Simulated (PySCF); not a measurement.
# EuH18O9 (Eu(H2O)93+): the cost of one run

Program: PySCF 2.14.0. Level of theory: several levels, as the steps say, no spin–orbit coupling. These are calculated values, not measurements.

2 further runs of the same task are left out: 2 for a known fault of the program.

## Step 1: Where the work starts

28 atoms, charge 3, spin multiplicity 1.

Bond lengths: Eu1–O2 2.503 Å, Eu1–O5 2.503 Å, Eu1–O8 2.503 Å, Eu1–O11 2.503 Å, Eu1–O14 2.503 Å, Eu1–O17 2.503 Å, Eu1–O20 2.530 Å, Eu1–O23 2.530 Å, Eu1–O26 2.530 Å, O2–H3 0.982 Å, O2–H4 0.982 Å, O5–H6 0.982 Å, O5–H7 0.982 Å, O8–H9 0.982 Å, O8–H10 0.982 Å, O11–H12 0.982 Å, O11–H13 0.982 Å, O14–H15 0.982 Å and more. Angles: O2–Eu1–O5 75.2°, O2–Eu1–O8 75.2°, O2–Eu1–O11 90.4°, O2–Eu1–O14 138.7°, O2–Eu1–O17 138.8°, O2–Eu1–O20 69.3°, O2–Eu1–O23 134.8°, O2–Eu1–O26 69.4°, O5–Eu1–O8 75.2°, O5–Eu1–O11 138.8°, O5–Eu1–O14 90.4°, O5–Eu1–O17 138.7°, O5–Eu1–O20 69.4°, O5–Eu1–O23 69.3°, O5–Eu1–O26 134.8°, O8–Eu1–O11 138.7°, O8–Eu1–O14 138.8°, O8–Eu1–O17 90.4° and more.

Geometry (Å):

```xyz
28
EuH18O9
Eu    0.0000    0.0000    0.0000
O     1.7637    0.0010    1.7762
H     1.8256   -0.5220    2.6046
H     2.5127    0.6341    1.8177
O    -0.8828    1.5269    1.7762
H    -0.4607    1.8420    2.6046
H    -1.8055    1.8590    1.8177
O    -0.8810   -1.5280    1.7762
H    -1.3649   -1.3200    2.6046
H    -0.7072   -2.4931    1.8177
O     1.7637   -0.0011   -1.7762
H     2.5127   -0.6342   -1.8177
H     1.8256    0.5220   -2.6046
O    -0.8809    1.5280   -1.7762
H    -0.7071    2.4931   -1.8177
H    -1.3648    1.3200   -2.6046
O    -0.8828   -1.5269   -1.7762
H    -1.8056   -1.8589   -1.8177
H    -0.4608   -1.8420   -2.6046
O     1.2651    2.1911    0.0000
H     1.0613    2.9974    0.5212
H     2.0653    2.4177   -0.5212
O    -2.5301    0.0001    0.0000
H    -3.1265   -0.5796    0.5212
H    -3.1264    0.5797   -0.5212
O     1.2650   -2.1912    0.0000
H     2.0652   -2.4178    0.5212
H     1.0612   -2.9974   -0.5212
```

Formal oxidation states: Eu +3. Each metal's 6 4f electrons lie in its core potential, so multiplicities, spins and levels count the valence alone. An earlier session relaxed this geometry at BP86, Eu lcecp-1-SVP with ECP52, O def2-SVP, H def2-SVP (singlet, point group T).

At BP86 on the finer grid: E = -722.045079 Eh, HOMO -18.74 eV, LUMO -11.39 eV, Mulliken charge on Eu1 +0.54 e, largest force component 0.008 eV/Å. 

Levels to run: M06-L; CAM-B3LYP; BLYP; HF. Hardware: 4 threads of Arm Neoverse V1, shared host.

## Step 2: M06-L

File run.py (the lines that set the calculation):

```python
mol = gto.M(atom='''
Eu     0.00000     0.00000     0.00000
O      1.76374     0.00104     1.77624
H      1.82558    -0.52204     2.60459
H      2.51271     0.63407     1.81773
O     -0.88277     1.52692     1.77624
H     -0.46069     1.84202     2.60459
H     -1.80548     1.85903     1.81773
O     -0.88097    -1.52796     1.77624
H     -1.36489    -1.31998     2.60459
H     -0.70723    -2.49310     1.81773
O      1.76374    -0.00113    -1.77624
H      2.51268    -0.63419    -1.81773
H      1.82560     0.52195    -2.60459
O     -0.88089     1.52800    -1.77624
H     -0.70711     2.49314    -1.81773
H     -1.36482     1.32004    -2.60459
O     -0.88284    -1.52688    -1.77624
H     -1.80557    -1.85894    -1.81773
H     -0.46078    -1.84199    -2.60459
O      1.26513     2.19115     0.00000
H      1.06132     2.99739     0.52116
H      2.06528     2.41772    -0.52116
O     -2.53015     0.00006     0.00000
H     -3.12647    -0.57957     0.52116
H     -3.12644     0.57972    -0.52116
O      1.26502    -2.19121     0.00000
H      2.06516    -2.41782     0.52116
H      1.06117    -2.99744    -0.52116''',
    basis={'Eu': 'lcecp-1-SVP', 'O': 'def2-SVP', 'H': 'def2-SVP'},
    ecp={'Eu': 'lcecp-1-SVP'},
    charge=3, spin=0)
mf = dft.RKS(mol, xc='M06L')
mf.grids.atom_grid = (75, 302)  # f atoms: unpruned, at least (60, 302)
mf = mf.density_fit()  # fitting sets: Eu AutoAux, O def2-universal-JKFIT, H def2-universal-JKFIT
mf.conv_tol = 1e-08; mf.max_cycle = 55
mf.kernel(dm0)  # dm0: the density of the relaxed state
```

Command:

```bash
$ OMP_NUM_THREADS=4 python run.py
```

**Question.** How long does this run take on 4 threads of Arm Neoverse V1, shared host?

About 2.4 min.
